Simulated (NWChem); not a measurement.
# CH4AlFOS (SMILES C[O][Al]([F])[SH]) at 4 levels

Aim: a comparison of 4 runs (HF/STO-3G, HF/3-21G, B3LYP/6-31G*) of CH4AlFOS. 

The calculation is run with NWChem 7.3.0.

## (1) Starting point

The species is CH4AlFOS (9 atoms), meant as a singlet with charge 0. SMILES: `C[O][Al]([F])[SH]`. The coordinates come from a PBE0-D4/def2-TZVP relaxation. This is one conformer, not always the lowest.

Bond lengths: C1–O2 1.396 Å, O2–Al3 1.667 Å, Al3–F4 1.639 Å, Al3–S5 2.167 Å, C1–H6 1.097 Å, C1–H7 1.094 Å, C1–H8 1.094 Å, S5–H9 1.345 Å. Some angles: C1–O2–Al3 139.1°, O2–Al3–F4 118.6°, O2–Al3–S5 124.1°, F4–Al3–S5 117.3°, O2–C1–H6 112.6°, O2–C1–H7 110.0°, O2–C1–H8 110.0°, Al3–S5–H9 92.3°, H6–C1–H7 108.0°, H6–C1–H8 108.0°.

## (2) Energy and forces at HF/STO-3G (run 1)

File ch4alfos.nw:

```
start ch4alfos
title "CH4AlFOS gradient"
memory stack 880 mb heap 220 mb global 1100 mb

geometry units angstrom noautosym nocenter noautoz
   C       -0.379900      -1.413600       0.124000
   O        0.379800      -0.533400      -0.648200
   Al       0.762100       1.088800      -0.700300
   F        1.761600       1.622100      -1.885300
   S        0.019800       2.558600       0.708100
   H       -0.867800      -0.917900       0.972900
   H        0.258100      -2.209500       0.519500
   H       -1.158700      -1.875100      -0.490600
   H       -0.686500       1.633800       1.382900
end

basis spherical bse
   * library STO-3G
end

scf
   thresh 1e-08
   maxiter 80
end

task scf gradient
```

Run with:

```
$ nwchem ch4alfos.nw > ch4alfos.out
```

The program printed:

```text
[...]
  functions       =    37
[...]
  wavefunction    = RHF
[...]
         Total SCF energy =   -843.920694295051
      One-electron energy =  -1724.787544876755
      Two-electron energy =    606.964062139865
 Nuclear repulsion energy =    273.902788441840
        Time for solution =      1.6s
[...]
                         RHF ENERGY GRADIENTS
    atom               coordinates                        gradient
                 x          y          z           x          y          z
   1 C      -0.717907  -2.671317   0.234326   -0.000626  -0.016864  -0.003933
   2 O       0.717718  -1.007980  -1.224920   -0.020792  -0.020674   0.021919
   3 Al      1.440160   2.057534  -1.323375    0.006418  -0.012989  -0.012298
   4 F       3.328941   3.065325  -3.562700    0.015755   0.013986  -0.017086
   5 S       0.037417   4.835053   1.338115   -0.003806   0.036042   0.015381
   6 H      -1.639904  -1.734579   1.838514    0.003140   0.004528  -0.002846
   7 H       0.487738  -4.175350   0.981713    0.001331   0.003784  -0.002783
   8 H      -2.189626  -3.543425  -0.927100    0.003364   0.003351  -0.001506
   9 H      -1.297297   3.087434   2.613302   -0.004784  -0.011164   0.003150
[...]
```

Run time: 3.3 s. Hardware: 1 thread of AMD EPYC 9R45 (Zen 5), shared host; peak memory 0.1 GiB.

## (3) Energy and forces at HF/3-21G (run 2)

File struct.xyz:

```xyz
9

C     -0.379900    -1.413600     0.124000
O      0.379800    -0.533400    -0.648200
Al     0.762100     1.088800    -0.700300
F      1.761600     1.622100    -1.885300
S      0.019800     2.558600     0.708100
H     -0.867800    -0.917900     0.972900
H      0.258100    -2.209500     0.519500
H     -1.158700    -1.875100    -0.490600
H     -0.686500     1.633800     1.382900
```

File struct.nw:

```
echo
start struct
memory total 2200 mb
charge 0

geometry units angstroms noautosym nocenter noautoz
   load struct.xyz
end

basis "ao basis" spherical bse
   * library 3-21G
end

scf
   singlet
   rhf
   thresh 1e-08
   maxiter 80
end

task scf gradient
```

Run with:

```
$ nwchem struct.nw > struct.out
```

The program printed:

```text
[...]
  functions       =    61
[...]
  wavefunction    = RHF
[...]
         Total SCF energy =   -849.649490395025
      One-electron energy =  -1724.025550455925
      Two-electron energy =    600.473271619060
 Nuclear repulsion energy =    273.902788441840
        Time for solution =      2.3s
[...]
                         RHF ENERGY GRADIENTS
    atom               coordinates                        gradient
                 x          y          z           x          y          z
   1 C      -0.717907  -2.671317   0.234326    0.011217   0.022983  -0.008537
   2 O       0.717718  -1.007980  -1.224920   -0.005684  -0.019013   0.002184
   3 Al      1.440160   2.057534  -1.323375   -0.014838   0.013303   0.023643
   4 F       3.328941   3.065325  -3.562700   -0.002400   0.000527   0.003345
   5 S       0.037417   4.835053   1.338115    0.007267  -0.011078  -0.012846
   6 H      -1.639904  -1.734579   1.838514   -0.002299   0.003482   0.004406
   7 H       0.487738  -4.175350   0.981713    0.005471  -0.005085   0.002166
   8 H      -2.189626  -3.543425  -0.927100   -0.004984  -0.002593  -0.005311
   9 H      -1.297297   3.087434   2.613302    0.006251  -0.002524  -0.009050
[...]
```

Run time: 4.2 s. Hardware: 1 thread of AMD EPYC 9R45 (Zen 5), shared host; peak memory 0.099 GiB.

Run 3 isn't shown in full; the table further down has it.

## (4) Energy and gradient at B3LYP/6-31G(d) (Cartesian functions) (run 4)

File ch4alfos.nw:

```
START ch4alfos
TITLE "CH4AlFOS"
memory 2200 mb

GEOMETRY noautosym nocenter noautoz
  C    -0.379900   -1.413600    0.124000
  O     0.379800   -0.533400   -0.648200
  Al    0.762100    1.088800   -0.700300
  F     1.761600    1.622100   -1.885300
  S     0.019800    2.558600    0.708100
  H    -0.867800   -0.917900    0.972900
  H     0.258100   -2.209500    0.519500
  H    -1.158700   -1.875100   -0.490600
  H    -0.686500    1.633800    1.382900
END

BASIS cartesian
  C library 6-31G*
  O library 6-31G*
  Al library 6-31G*
  F library 6-31G*
  S library 6-31G*
  H library 6-31G*
END

DFT
  xc b3lyp
  grid fine
  convergence energy 1e-08
  maxiter 100
  mulliken
END

TASK dft gradient
```

Run with:

```
$ nwchem ch4alfos.nw > ch4alfos.out
```

The program printed:

```text
[...]
          Wavefunction type:  closed shell.
          No. of atoms     :     9
          No. of electrons :    56
[...]
          Charge           :     0
          Spin multiplicity:     1
[...]
          AO basis - number of functions:    91
[...]
              XC Information
              --------------
                         B3LYP Method XC Potential
                     Hartree-Fock (Exact) Exchange  0.200
                        Slater Exchange Functional  0.800 local
                    Becke 1988 Exchange Functional  0.720 non-local
              Lee-Yang-Parr Correlation Functional  0.810
                  VWN I RPA Correlation Functional  0.190 local
[...]
 d= 0,ls=0.0,diis     1   -856.2410355091 -1.13D+03  1.93D-02  1.15D+00     1.9
[...]
 d= 0,ls=0.0,diis    11   -856.3587027953 -4.45D-10  1.35D-07  2.63D-10    16.1
         Total DFT energy =     -856.358702795278
      One electron energy =    -1730.104687639260
           Coulomb energy =      670.362032582184
    Exchange-Corr. energy =      -70.518836180042
 Nuclear repulsion energy =      273.902788441840
[...]
  wavefunction    = closed shell
                         DFT ENERGY GRADIENTS
    atom               coordinates                        gradient
                 x          y          z           x          y          z
   1 C      -0.717907  -2.671317   0.234326    0.002828   0.003316  -0.002827
   2 O       0.717718  -1.007980  -1.224920   -0.001721   0.006106   0.004069
   3 Al      1.440160   2.057534  -1.323375   -0.001961  -0.006791   0.000706
   4 F       3.328941   3.065325  -3.562700   -0.003763  -0.001293   0.004664
   5 S       0.037417   4.835053   1.338115    0.000230  -0.005079  -0.001764
   6 H      -1.639904  -1.734579   1.838514    0.001227  -0.000579  -0.001901
   7 H       0.487738  -4.175350   0.981713   -0.001085   0.001642  -0.000832
   8 H      -2.189626  -3.543425  -0.927100    0.001527   0.001019   0.001039
   9 H      -1.297297   3.087434   2.613302    0.002718   0.001658  -0.003154
[...]
```

Wall time 26 s (1 thread of AMD EPYC 9R45 (Zen 5), shared host); peak memory 0.12 GiB.

## (5) The series

```csv
run,level,iteration cap,module,energy (Eh),dipole moment (D),HOMO energy (eV),LUMO energy (eV),wall time
1,HF/STO-3G,80,scf,-843.920694,1.56,-6.95,9.70,3.3 s
2,HF/3-21G,80,scf,-849.649490,3.88,-11.00,2.55,4.2 s
3,B3LYP/6-31G* (spherical functions),100,dft,-856.350776,3.01,-7.53,-0.81,35 s
4,B3LYP/6-31G* (Cartesian functions),100,dft,-856.358703,3.01,-7.53,-0.83,26 s
```

## (6) Results

| quantity | value |
| --- | --- |
| run 4: total energy | -856.35870 Eh |
| run 4: dipole moment | 3.01 D |
| run 4: HOMO energy | -7.53 eV |
| run 4: LUMO energy | -0.83 eV |
| run 4: HOMO–LUMO gap | 6.71 eV |
| run 4: largest force on an atom | 0.388 eV/Å |

What this shows: The dipole moment (its size) runs from 1.56 D (HF/STO-3G) to 3.88 D (HF/3-21G). The HOMO–LUMO gap runs from 6.71 eV (B3LYP/6-31G*) to 16.65 eV (HF/STO-3G). The two ends differ in method and basis. In run 1 the basis is minimal, so the values are rough. All runs together took 68 s, the longest 35 s.
